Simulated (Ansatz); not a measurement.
# Ni: a surface, (100), 5 layers

What do the surfaces of Ni (100), 5 layers cost, and how tightly do they hold an electron? The runs shown use PAW. Its runs: bulk cell relaxed (PAW); bulk in the slab's orientation (PAW); the reference run (PAW); atoms relaxed (PAW); vacuum of 13 Å (PAW); no images along the normal (PAW).

Method: DFT, PBEsol, PAW with Ansatz's default frozen-core files, scalar-relativistic, in Ansatz 0.2.0.

### 1 The system as given

Symmetry: Fm-3m, No. 225, cubic system. The conventional cell has a = 3.524 Å, b = 3.524 Å, c = 3.524 Å, α = 90.00°, β = 90.00°, γ = 90.00°. Ni (site symmetry m-3m) is surrounded by 12 Ni at 2.49 Å.

As a file:

```xyz
1
Lattice="0.0000 1.7620 1.7620 1.7620 0.0000 1.7620 1.7620 1.7620 0.0000" Properties=species:S:1:pos:R:3 pbc="T T T"
Ni    0.0000    0.0000    0.0000
```

### 2 Bulk cell relaxed, PAW

Contents of input.yaml:

```yaml
crystal:
  lattice:
    - [0.0, 1.761958907, 1.761958907]
    - [1.761958907, 0.0, 1.761958907]
    - [1.761958907, 1.761958907, 0.0]
  atoms:
    - { symbol: Ni, position: [0.0, 0.0, 0.0], spin: 1.0 }
magnetization:
  spin_polarized: true
kpoints:
  mp_grid: { grid: [21, 21, 21] }
scf:
  occupations: { method: fermi_dirac, width: 0.1 }
hamiltonian:
  xc: pbesol
  pseudopotentials: { kind: paw }
output:
  forces: true
  stress: true
relax:
  f_tol: 0.005
  max_steps: 40
  cell: {}
```

Launch:

```
ansatz run input.yaml --threads 3 --pin off --max-ram 9216MiB --backend cpu --events-out ev --progress --plain --runs-dir out
```

Further steps of the session: Bulk in the slab's orientation, PAW; Slab as cut, PAW; Atoms relaxed, PAW; Vacuum of 13 Å, PAW; No images along the normal, PAW.

What does the calculation give? Wanted: surface energy; work function; outer layer spacing.

**Answer**, as computed:

| quantity | value |
| --- | --- |
| surface energy (PAW, relaxed) | 2.66 J/m² |
| work function (PAW, relaxed) | 5.05 eV |
| outer layer spacing (PAW) | 1.73 → 1.67 Å |

What this shows: By PAW the surface costs 2.69 J/m² as cut and 2.66 J/m² relaxed. The outermost spacing changes by -3.5 % (PAW). Vacuum of 13 Å moves the work function by less than 0.01 eV (PAW). Thickness wasn't converged, and no reconstruction was sought. The magnetic state is the one reached from the start moments in this cell; it needn't be the ground state. The program warned that the vacuum holds more density than its bound, so energies and levels may be slightly off.
